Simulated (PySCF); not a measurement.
**Scaling over threads: wB97X-V, density fitting, C3H9Al, SMILES C[Al](C)C**

The runs below are of PySCF 2.14.0 on an Intel Xeon 6975P-C node (Granite Rapids, 96 cores, 192 hardware threads, 360 GiB), one at a time and with no other job on the machine; times are wall-clock times from launch to exit. Times and memory are rounded to two significant figures, and ratios are formed from the unrounded values. A row is a single run, so small differences between rows aren't established. System services beside the runs took up to 3 cores (rounded up).

```
atoms           : 13
electrons       : 40
basis           : sto-3g
basis functions : 33
```

Input:

```python
from pyscf import gto, scf, dft, mp, cc
mol = gto.M(basis='sto-3g', verbose=4, max_memory=208000, atom='''
C -0.5600 1.9000 0.2900
Al 0.0000 0.0000 0.0900
C 1.9300 -0.4600 0.0400
C -1.3700 -1.4300 -0.0700
H -0.1600 2.4900 -0.5500
H -0.1700 2.3000 1.2500
H -1.6700 1.9500 0.2900
H 2.4200 0.0500 -0.8100
H 2.0500 -1.5600 -0.0800
H 2.4100 -0.1400 0.9900
H -0.8700 -2.4200 -0.1800
H -2.0000 -1.2400 -0.9600
H -2.0100 -1.4400 0.8400
''')
mf = dft.RKS(mol, xc='wb97xv').density_fit()
mf.kernel()
```

Commands:

```bash
OMP_NUM_THREADS=8 OPENBLAS_NUM_THREADS=8 OPENBLAS_CORETYPE=Haswell python input.py
OMP_NUM_THREADS=16 OPENBLAS_NUM_THREADS=16 OPENBLAS_CORETYPE=Haswell python input.py
OMP_NUM_THREADS=32 OPENBLAS_NUM_THREADS=32 OPENBLAS_CORETYPE=Haswell python input.py
OMP_NUM_THREADS=64 OPENBLAS_NUM_THREADS=64 OPENBLAS_CORETYPE=Haswell python input.py
OMP_NUM_THREADS=96 OPENBLAS_NUM_THREADS=96 OPENBLAS_CORETYPE=Haswell python input.py
```

```
threads  wall time  speed-up  efficiency  CPU time  peak memory (GiB)
      8      110 s       1.0       100 %    12 min               0.30
     16       53 s       2.1       103 %    12 min               0.31
     64       16 s       6.7        83 %    15 min               0.34
     96       13 s       8.3        69 %    18 min               0.35
```

Functionals ending in -V hold the non-local VV10 term, a sum over pairs of grid points whose cost follows the grid and not the basis.

Speed-up and efficiency count from the run on 8 threads. What limits the scaling wasn't traced.

The run on 8 threads kept only 6.4 cores busy on average, which raises the efficiencies that count from it.

**Question.** What is the wall time on 32 threads?

**Answer.** It took 30 s, a speed-up of 3.7 and an efficiency of 92 %, with 14 min of CPU time.
